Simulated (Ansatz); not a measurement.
**C2H4FGaSi: up Jacob's ladder to CCSD(T)**

An exercise on one series of results from a longer session: the logs are not shown, and one member is left open.

Computed with Ansatz 0.2.0, Gaussian basis. Level: functionals in def2-TZVPP, the program's frozen cores in correlated methods.

Levels to be run: LDA (SPW92), PBE-D4, revPBE-D4, BLYP-D4, r2SCAN-D4, B97M-V, PBE0-D4, B3LYP-D4, r2SCANh-D4, r2SCAN0-D4, HSE06-D4, BHLYP-D4, CAM-B3LYP-D4, LC-ωPBE, ωB97X-V, ωB97M-V, B2PLYP, PBE-QIDH; CCSD(T)/def2-SVP; CCSD(T)/def2-TZVPP; MP2/def2-QZVPP; extrapolation to the limit; RPA on PBE.

### Structure used throughout

An earlier PBE0-D4 in a triple-zeta def2 set relaxation fixed the geometry.

SMILES `FC1=C[SiH]1[GaH2]`, 9 atoms, charge 0, spin multiplicity 1.

Atoms are counted from 1 here; the program's logs count them from 0.

Bond lengths: F1–C2 1.320 Å, C2–C3 1.312 Å, C2–Si4 1.817 Å, C3–Si4 1.856 Å, C3–H6 1.081 Å, Si4–Ga5 2.408 Å, Si4–H7 1.493 Å, Ga5–H8 1.571 Å, Ga5–H9 1.572 Å. Angles: F1–C2–C3 136.5°, F1–C2–Si4 152.9°, C3–C2–Si4 70.7°, C2–C3–Si4 67.5°, C2–C3–H6 140.4°, Si4–C3–H6 152.1°, C2–Si4–C3 41.9°, C2–Si4–Ga5 120.0°, C2–Si4–H7 117.6°, C3–Si4–Ga5 120.9°, C3–Si4–H7 117.5°, Ga5–Si4–H7 117.4°, Si4–Ga5–H8 118.3°, Si4–Ga5–H9 122.1°, H8–Ga5–H9 119.7°.

The first run:

File in.yaml:

```yaml
crystal:
  periodic: [false, false, false]
  atoms:
    - {symbol: F, position_ang: [0.269735, -2.527705, 1.267333]}
    - {symbol: C, position_ang: [0.538002, -1.308790, 0.836180]}
    - {symbol: C, position_ang: [1.534478, -0.714643, 0.222499]}
    - {symbol: Si, position_ang: [0.135339, 0.446816, 0.595164]}
    - {symbol: Ga, position_ang: [-1.422029, 1.099871, -1.121260]}
    - {symbol: H, position_ang: [2.515077, -0.932289, -0.176362]}
    - {symbol: H, position_ang: [0.290719, 1.359390, 1.766776]}
    - {symbol: H, position_ang: [-1.432123, 0.286714, -2.465010]}
    - {symbol: H, position_ang: [-2.429199, 2.290635, -0.925300]}
basis:
  gaussian: {orbitals: def2-TZVPP}
hamiltonian: {xc: lda}
output: {orbitals: {seedname: orbitals}}
```

Started as:

```console
$ ansatz run in.yaml --threads 4 --pin off --events-out ev --progress --plain --max-ram 10444MiB
```

Steps of the session up to this table: LDA; PBE-D4 (GGA); revPBE-D4 (GGA); BLYP-D4 (GGA); r2SCAN-D4 (meta-GGA); B97M-V (meta-GGA); PBE0-D4 (hybrid); B3LYP-D4 (hybrid); r2SCANh-D4 (hybrid); r2SCAN0-D4 (hybrid); HSE06-D4 (hybrid); BHLYP-D4 (hybrid); CAM-B3LYP-D4 (range-separated); LC-ωPBE (range-separated); ωB97X-V (range-separated); ωB97M-V (range-separated); B2PLYP (double hybrid); PBE-QIDH (double hybrid).

One table of the session follows, with a row left open; its other results are not shown here.

It belongs to the step «Frontier levels by functional». 

| functional | HOMO (eV) | LUMO (eV) | gap (eV) |
| --- | --- | --- | --- |
| LDA (SPW92) | -6.25 | -3.44 | 2.81 |
| PBE-D4 | ? | ? | ? |
| revPBE-D4 | -6.06 | -3.09 | 2.97 |
| BLYP-D4 | -5.98 | -3.13 | 2.86 |
| r2SCAN-D4 | -6.33 | -3.04 | 3.30 |
| B97M-V | -6.40 | -3.21 | 3.19 |
| PBE0-D4 | -7.19 | -2.46 | 4.73 |
| B3LYP-D4 | -7.00 | -2.71 | 4.29 |
| r2SCANh-D4 | -6.73 | -2.77 | 3.96 |
| r2SCAN0-D4 | -7.33 | -2.37 | 4.96 |
| HSE06-D4 | -6.79 | -2.83 | 3.97 |
| BHLYP-D4 | -8.15 | -1.73 | 6.42 |
| CAM-B3LYP-D4 | -8.44 | -1.55 | 6.88 |
| LC-ωPBE | -9.71 | -0.41 | 9.31 |
| ωB97X-V | -9.38 | -0.54 | 8.84 |
| ωB97M-V | -9.21 | -0.73 | 8.48 |

Estimate the missing values for PBE-D4.

**Answer.** HOMO (eV): -6.12; LUMO (eV): -3.20; gap (eV): 2.92. In the column «HOMO (eV)» it lies between LDA (SPW92) (-6.25) and revPBE-D4 (-6.06).
